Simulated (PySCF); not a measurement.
Runs of PySCF 2.14.0 on SGaH3. The cell holds a molecule in a box, 5 atoms: a = 12.000 Å, b = 12.000 Å, c = 12.000 Å, α = 90.00°, β = 90.00°, γ = 90.00°. 

```tsv
task	level	conv_tol	grid for exchange and correlation	three-body dispersion term	exxdiv	frozen core bands	gap on the mesh (eV)
atomic charges	TM	1e-07 Ha	Becke, atom-centred	-	-	-	4.93
atomic charges	B3LYP+D3	1e-07 Ha	Becke, atom-centred	no	ewald	-	(a)
atomic charges	HCTH407+D3	1e-07 Ha	Becke, atom-centred	no	-	-	4.93
MP2 correlation energy	HF	1e-08 Ha	-	-	ewald	14	13.00
```

Alike in all rows: potentials or basis pob-tzvp-rev2 (all-electron); no spin polarisation; cell as given; k mesh 1 × 1 × 1; smearing fixed.

Task: Fill in the values left out.

Result: (a) 6.31.

Caveats: this is a molecule in a periodic box at the Γ point, so its band gap is the HOMO-LUMO gap; relativity is left out, which matters for the heavier elements; the basis of atomic orbitals isn't converged, which shifts pressures, moduli and gaps; this basis is made for solids and lacks diffuse functions, so gaps of a molecule come out too wide by an eV or more; the basis is small and the box finite, so much correlation energy is missing and levels can be off by tenths of an eV (some runs).

A k mesh can miss the band edges, and the runs leave out spin-orbit coupling on Ga.

Not every run made on this cell is shown here.
